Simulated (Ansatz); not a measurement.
Working through a scan of ordered alloys across composition of W-Cd mixtures

Computed with Ansatz's Python interface.

Typed at the interpreter:
```pycon
>>> from collections import Counter
>>> import csv
>>> import warnings
>>> import ansatz as az
>>> import numpy as np
>>> def bcc(a_site, a):
...     return (
...         az.Lattice.bcc(a)
...         .space_group(229)
...         .atom(a_site, (0, 0, 0))
...         .primitive()
...     )
...
>>> A_FIRST, A_LAST = 3.16, 3.51
>>> def compute(name, crystal):
...     calc = (
...         crystal.calculation()
...         .functional("r2scan")
...         .basis(23 * az.Ha)
...         .kpoints(spacing=0.33)
...         .occupations("fermi_dirac", width=0.1)
...         .band_table()
...     )
...     calc = calc.relax(force_tolerance=0.02, fix_cell=["shape"])
...     return calc.run(threads=1)
...
>>> def volume_per_atom(outcome):
...     return abs(np.linalg.det(outcome.lattice.cell_ang)) / len(outcome.lattice.sites)
...
>>> def counts(outcome):
...     return Counter(site.symbol for site in outcome.lattice.sites)
...
>>> warnings.simplefilter("ignore", az.DeckWarning)
>>> phases = {}
>>> for k in range(2 + 1):
...     a = A_FIRST + (A_LAST - A_FIRST) * k / 2
...     cell = bcc("W", a).conventional().resolved()
...     sites = [site.position for site in cell.sites if site.symbol == "W"]
...     for position in sites[:k]:
...         cell = cell.substitution("Cd", at=position, replaces="W")
...     phases[f"W{2 - k}Cd{k}"] = cell.resolved()
...
>>> done = {name: compute(name, crystal) for name, crystal in phases.items()}

>>> # x is the share of the second element on the mixed sites; both end members stand on this same lattice
>>> x = {name: counts(o)["Cd"] / (counts(o)["W"] + counts(o)["Cd"]) for name, o in done.items()}
>>> first, last = min(x, key=x.get), max(x, key=x.get)
>>> energy = {name: o.report["energy_sigma0_ev"] / len(o.lattice.sites) for name, o in done.items()}
>>> volume = {name: volume_per_atom(o) for name, o in done.items()}
>>> rows = []
>>> for name in sorted(done, key=x.get):
...     line = lambda table: (1 - x[name]) * table[first] + x[name] * table[last]
...     rows.append((name, x[name], 1000 * (energy[name] - line(energy)), volume[name], 100 * (volume[name] / line(volume) - 1)))
...
>>> with open("alloy.csv", "w", newline="") as handle:
...     writer = csv.writer(handle)
...     writer.writerow(["cell", "x(Cd)", "E_mix (meV/atom)", "V (A^3/atom)", "excess V (%)"])
...     writer.writerows([round(v, 4) if isinstance(v, float) else v for v in row] for row in rows)
...
55
>>> print(open("alloy.csv").read())
cell,x(Cd),E_mix (meV/atom),V (A^3/atom),excess V (%)
W2Cd0,0.0,0.0,15.9457,0.0
W1Cd1,0.5,1166.9046,17.2157,-9.3243
W0Cd2,1.0,0.0,22.0263,0.0
```

Mixing energies: +1167 meV an atom at x(W) = 0.50 (volume -9.3 % off the straight line). All are positive, so the end members on this lattice are favoured over these cells.

Caveats:
- For the metals among these phases the mesh is modest: differences between phases can be off by up to 40 meV an atom.
- Atoms and volume are relaxed with the cell's shape held, which in cells of lower than cubic symmetry can hide stresses and shift volumes.
- Spin-orbit coupling, which matters for elements this heavy, is left out.
- These are small ordered cells, with both end members on the same lattice, which need not be their own; they aren't random solutions. Differences under about 40 meV an atom lie within the error of mesh and functional.
- The cells are prototypes set up for this calculation and needn't exist.
- Hardware and time: 53 s on 1 thread of Arm Neoverse V1, on a shared host, peak memory 0.54 GiB.

(Lines on the test bed's own set-up are left out of the output.)
